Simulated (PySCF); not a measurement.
# C5H9GeNS: the cost of one run

Programs: PySCF 2.14.0, with routines of our own; each step states its level. All values are computed. Atoms count from 0.

### 1 The starting structure

17 atoms, charge -1, multiplicity 2; geometry from: GFN2-xTB.

### 2 Open-shell or spin-flip excitations: unrestricted TDA PBE0/def2-SVP in dimethylsulfoxide

Job settings and geometry (Å):

```
{"job": {"kind": "uabs", "xc": "PBE0", "basis": "def2-SVP", "nstates": 10, "tda": true, "solvent": "dimethylsulfoxide", "pol": false}, "charge": -1, "multiplicity": 2}
C     -0.527003     2.078160     1.493635
C     -0.829473     1.304681     0.618273
Ge    -1.121180     0.048359    -0.865329
C     -2.341372    -1.236464     0.152031
C      1.104730    -1.106433    -0.502952
C      2.153645    -0.230274    -0.731222
N      2.412785     0.756029     0.206910
S      3.137003    -0.294853    -2.101884
H     -0.289385     2.759278     2.268375
H     -2.342450     0.998874    -1.523142
H     -3.125031    -0.680160     0.661783
H     -1.779475    -1.800826     0.894626
H     -2.813496    -1.950540    -0.521703
H      0.773210    -1.236510     0.518115
H      1.027072    -1.972992    -1.138902
H      2.962133     1.521616    -0.159539
H      1.591289     1.054085     0.721015
```

Method: unrestricted TDA PBE0/def2-SVP, vertical, IEF-PCM dimethylsulfoxide (non-equilibrium linear response), core orbitals frozen in the response.

Started as:

```
$ OMP_NUM_THREADS=1 python excited_run.py task.json out
```

The driver reads the jobs from task.json and runs them one after another.

Q: Estimate the wall time and peak memory of this first job on 1 thread of Arm Neoverse V2, shared host.

About 55 s, with a peak of 0.86 GiB.
